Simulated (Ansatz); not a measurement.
# U-wB97M-V/def2-SVPD run of GaH2O2 (SMILES [OH][Ga][OH])

Aim: the electronic atomisation energy of GaH2O2 at U-wB97M-V/def2-SVPD, from 4 runs. 

Program for the calculation: Ansatz 0.2.0.

48 further runs of the same task are left out: 48 set aside as unsound or not needed.

## Step 1: Starting point

The species is GaH2O2 (5 atoms), meant as a doublet with charge 0. As SMILES, `[OH][Ga][OH]`. The shape is that of a PBE0-D4/def2-TZVP optimisation. This is one conformer, not always the lowest.

Bond lengths: O1–Ga2 1.804 Å, Ga2–O3 1.795 Å, O1–H4 0.960 Å, O3–H5 0.963 Å. Angles: O1–Ga2–O3 114.9°, Ga2–O1–H4 114.9°, Ga2–O3–H5 111.1°.

## Step 2: A single-point energy at U-wB97M-V/def2-SVPD

File molecule.yaml:

```yaml
crystal:
  periodic: [false, false, false]
  atoms:
    - {symbol: O, position_ang: [-0.370600, 0.021600, -1.274400]}
    - {symbol: Ga, position_ang: [-0.311700, -0.753800, 0.353600]}
    - {symbol: O, position_ang: [0.618200, 0.154900, 1.591100]}
    - {symbol: H, position_ang: [-0.867400, -0.464600, -1.936500]}
    - {symbol: H, position_ang: [0.981500, 0.968200, 1.224700]}
basis:
  gaussian: {orbitals: def2-SVPD}
magnetization: {spin_polarized: true, initial_magnetization: 1}
hamiltonian: {xc: {name: wB97M-V}}
accuracy: high
output: {orbitals: {seedname: orbitals}}
```

On the command line:

```
$ ansatz run molecule.yaml --threads 1 --pin off --max-ram 3480MiB --events-out events.jsonl --progress --plain --runs-dir runs
```

What it wrote:

```text
Warning: RAYON_NUM_THREADS=1 ignored (pool sized by the plan → 1); use --threads N
Functional definition: wB97M-V
  name "wB97M-V"
  parameter omega = 0.3/bohr
  parameter cx = 0.15
  parameter cx01 = 1.007
  parameter cx10 = 0.259
  parameter css00 = 0.443
  parameter css04 = -1.437
  parameter css10 = -4.535
  parameter css20 = -3.390
  parameter css43 = 4.278
  parameter cos00 = 1.000
  parameter cos10 = 1.358
  parameter cos20 = 2.924
  parameter cos21 = -8.812
  parameter cos60 = -1.390
  parameter cos61 = 9.142
  parameter b = 6.0
  parameter c = 0.01
  gx(w, u) = 1 - cx + cx01*u + cx10*w
  gss(w, u) = css00 + css04*u^4 + css10*w + css20*w^2 + css43*w^4*u^3
  gos(w, u) = cos00 + cos10*w + (cos20 + cos21*u)*w^2 + (cos60 + cos61*u)*w^6
  exchange = spin_sum(e_x_unif_sr(omega)*gx(b97_w, b97_u_x)) + cx*exact_x_sr(omega) + exact_x_lr(omega)
  correlation = spin_sum(e_c_pw_mod_same_spin*gss(b97_w, b97_u_same))
      + integral(e_c_pw_mod_opposite_spin*gos(b97_w_opposite, b97_u_opposite)) + vv10(b, c)
1902 factors; integrals over basis functions are off by at most 4.3e-9 eV
431 factors; integrals over basis functions are off by at most 1.6e-9 eV
mean field evaluation 1: about -56482.8108 eV, gradient 4.9e1 eV
mean field evaluation 2: about -56475.1779 eV, gradient 6.8e1 eV
mean field evaluation 4: about -56491.6787 eV, gradient 1.9e0 eV
mean field evaluation 8: about -56491.7435 eV, gradient 2.5e-1 eV
mean field evaluation 16: about -56491.7449 eV, gradient 3.9e-4 eV
mean field evaluation 32: about -56491.7449 eV, gradient 1.5e-8 eV
mean field -56491.74486986 eV, -2076.0333324875 hartree, gradient 1.5e-8 eV, S^2 0.752899; 0 other end points of the search recorded, 0 dependent functions left out
reference -56491.74487414 eV, -2076.0333326446 hartree; 25, 24 occupied and 75, 76 virtual orbitals, 1902 factors
Total energy: -56491.74487414 eV, -2076.0333326446 hartree
```

Run time: 40 s. Hardware: 1 thread of Intel Xeon 6975P-C (Granite Rapids), shared host; peak memory 1 GiB.

## Step 3: The Ga atom, same level

File run.yaml:

```yaml
crystal:
  periodic: [false, false, false]
  atoms:
    - symbol: Ga
      position_ang: [0.000000, 0.000000, 0.000000]
basis:
  gaussian:
    orbitals: def2-SVPD
magnetization:
  spin_polarized: true
  initial_magnetization: 1
hamiltonian:
  xc: {name: wB97M-V}
accuracy: high
```

On the command line:

```
$ ansatz run run.yaml --threads 1 --pin off --max-ram 3480MiB --events-out events.jsonl --progress --plain --runs-dir runs
```

What it wrote, cut to the lines that bear on the results:

```text
Warning: RAYON_NUM_THREADS=1 ignored (pool sized by the plan → 1); use --threads N
Functional definition: wB97M-V
  name "wB97M-V"
[...]
  gx(w, u) = 1 - cx + cx01*u + cx10*w
  gss(w, u) = css00 + css04*u^4 + css10*w + css20*w^2 + css43*w^4*u^3
  gos(w, u) = cos00 + cos10*w + (cos20 + cos21*u)*w^2 + (cos60 + cos61*u)*w^6
[...]
      + integral(e_c_pw_mod_opposite_spin*gos(b97_w_opposite, b97_u_opposite)) + vv10(b, c)
371 factors; integrals over basis functions are off by at most 3.9e-9 eV
120 factors; integrals over basis functions are off by at most 2.8e-9 eV
[...]
mean field -52367.22040996 eV, -1924.4598542892 hartree, gradient 1.5e-8 eV, S^2 0.752760; 0 other end points of the search recorded, 0 dependent functions left out
reference -52367.22041239 eV, -1924.4598543786 hartree; 16, 15 occupied and 22, 23 virtual orbitals, 371 factors
Total energy: -52367.22041239 eV, -1924.4598543786 hartree
```

It took 7.2 s on 1 thread of Intel Xeon 6975P-C (Granite Rapids), shared host; peak memory 0.33 GiB.

## Step 4: The H atom

File molecule.yaml:

```yaml
crystal:
  periodic: [false, false, false]
  atoms:
    - symbol: H
      position_ang: [0.000000, 0.000000, 0.000000]
basis:
  gaussian: {orbitals: def2-SVPD}
hamiltonian: {xc: {name: wB97M-V}}
accuracy: high
magnetization: {spin_polarized: true, initial_magnetization: 1}
```

Run the same way, it converges to -0.49171 Eh (log not shown).

## Step 5: The O atom

File run.yaml:

```yaml
crystal:
  periodic: [false, false, false]
  atoms:
    - symbol: O
      position_ang: [0.000000, 0.000000, 0.000000]
basis:
  gaussian:
    orbitals: def2-SVPD
magnetization:
  spin_polarized: true
  initial_magnetization: 2
hamiltonian:
  xc: {name: wB97M-V}
accuracy: high
```

Run the same way, it converges to -74.98900 Eh (log not shown).

## Step 6: What came out

At U-wB97M-V/def2-SVPD:

| quantity | value |
| --- | --- |
| molecule: total energy | -2076.03333 Eh |
| molecule: HOMO energy (highest over α and β) | -8.85 eV |
| molecule: LUMO energy (lowest over α and β) | -1.76 eV |
| molecule: ⟨S²⟩ | 0.753 |
| Ga atom: total energy | -1924.45985 Eh |
| Ga atom: ⟨S²⟩ | 0.753 |
| H atom: total energy | -0.49171 Eh |
| H atom: ⟨S²⟩ | 0.750 |
| O atom: total energy | -74.98900 Eh |
| O atom: ⟨S²⟩ | 2.005 |
| electronic atomisation energy | 16.655 eV |

**Reading.** Taking the molecule apart into free atoms costs 16.65 eV (384 kcal/mol), before zero-point energy and without spin-orbit coupling.
